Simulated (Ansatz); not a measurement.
# C₂H₅AlFNO: up Jacob's ladder to CCSD(T)

An exercise on one series of results from a longer session: the logs are not shown, and one member is left open.

Program: Ansatz 0.2.0, Gaussian basis. Level of theory: functionals in def2-TZVPP, the program's frozen cores in correlated methods. These are calculated values, not measurements.

Plan: PBE-D4, r2SCAN-D4, PBE0-D4, B3LYP-D4, ωB97X-V, ωB97M-V, B2PLYP; CCSD(T)/def2-TZVPP; MP2/def2-QZVPP; extrapolation to the limit.

## Structure used throughout

An earlier PBE0-D4 in a triple-zeta def2 set relaxation fixed the geometry.

SMILES `C[N]1C[O][Al]1[F]`, 11 atoms, charge 0, spin multiplicity 1.

Atoms are counted from 1 here; the program's logs count them from 0.

Bond lengths: C1–N2 1.427 Å, C1–H7 1.099 Å, C1–H8 1.099 Å, C1–H9 1.091 Å, N2–C3 1.467 Å, N2–Al5 1.747 Å, C3–O4 1.426 Å, C3–H10 1.100 Å, C3–H11 1.100 Å, O4–Al5 1.721 Å, Al5–F6 1.635 Å. Angles: N2–C1–H7 112.1°, N2–C1–H8 112.1°, N2–C1–H9 110.0°, H7–C1–H8 107.5°, H7–C1–H9 107.5°, H8–C1–H9 107.5°, C1–N2–C3 120.1°, C1–N2–Al5 153.6°, C3–N2–Al5 86.3°, N2–C3–O4 103.4°, N2–C3–H10 111.9°, N2–C3–H11 111.9°, O4–C3–H10 110.1°, O4–C3–H11 110.1°, H10–C3–H11 109.3°, C3–O4–Al5 88.6°, N2–Al5–O4 81.7°, N2–Al5–F6 142.3° and more.

The first run:

Contents of in.yaml:

```yaml
crystal:
  periodic: [false, false, false]
  atoms:
    - {symbol: C, position_ang: [-0.407744, -0.603932, 1.339939]}
    - {symbol: N, position_ang: [-0.163680, 0.140891, 0.147004]}
    - {symbol: C, position_ang: [0.743851, -0.387600, -0.877754]}
    - {symbol: O, position_ang: [0.722215, 0.618824, -1.887661]}
    - {symbol: Al, position_ang: [-0.377762, 1.514138, -0.912241]}
    - {symbol: F, position_ang: [-1.163472, 2.942935, -1.036107]}
    - {symbol: H, position_ang: [0.511588, -0.771998, 1.917524]}
    - {symbol: H, position_ang: [-0.849162, -1.587771, 1.129553]}
    - {symbol: H, position_ang: [-1.104002, -0.063183, 1.982540]}
    - {symbol: H, position_ang: [1.766402, -0.515880, -0.493663]}
    - {symbol: H, position_ang: [0.386965, -1.343426, -1.288434]}
basis:
  gaussian: {orbitals: def2-TZVPP}
hamiltonian: {xc: pbe, dispersion: d4}
output: {forces: true, orbitals: {seedname: orbitals}}
```

Command:

```bash
> ansatz run in.yaml --threads 4 --pin off --events-out ev --progress --plain --max-ram 10444MiB
```

Among the steps run: PBE-D4 (GGA); r2SCAN-D4 (meta-GGA); PBE0-D4 (hybrid); B3LYP-D4 (hybrid); ωB97X-V (range-separated); ωB97M-V (range-separated); B2PLYP (double hybrid); CCSD(T) in def2-TZVPP; MP2 in def2-QZVPP.

One of the session's tables, all rows but one given; the rest of the session is left out.

| method | atomisation energy (kJ/mol) |
| --- | --- |
| PBE-D4 | 4521.5 |
| r2SCAN-D4 | 4420.7 |
| PBE0-D4 | 4409.7 |
| B3LYP-D4 | 4399.0 |
| ωB97X-V | 4423.5 |
| ωB97M-V | 4423.0 |
| B2PLYP | ? |
| HF/def2-TZVPP | 3101.5 |
| MP2/def2-TZVPP | 4416.0 |
| CCSD/def2-TZVPP | 4210.5 |
| CCSD(T)/def2-TZVPP | 4286.9 |
| MP2/CBS | 4545.6 |
| CCSD(T)/CBS | 4416.5 |

Estimate the missing values for B2PLYP.

As computed: atomisation energy (kJ/mol): 4368.1. In the column «atomisation energy (kJ/mol)» it lies between CCSD(T)/def2-TZVPP (4286.9) and B3LYP-D4 (4399.0).

Caveats from the session: Free atoms (2 C, 1 N, 1 O, 1 Al, 1 F, 5 H) were run apart at each level; the atomisation energy is their sum less the molecule, without zero-point or spin-orbit terms.
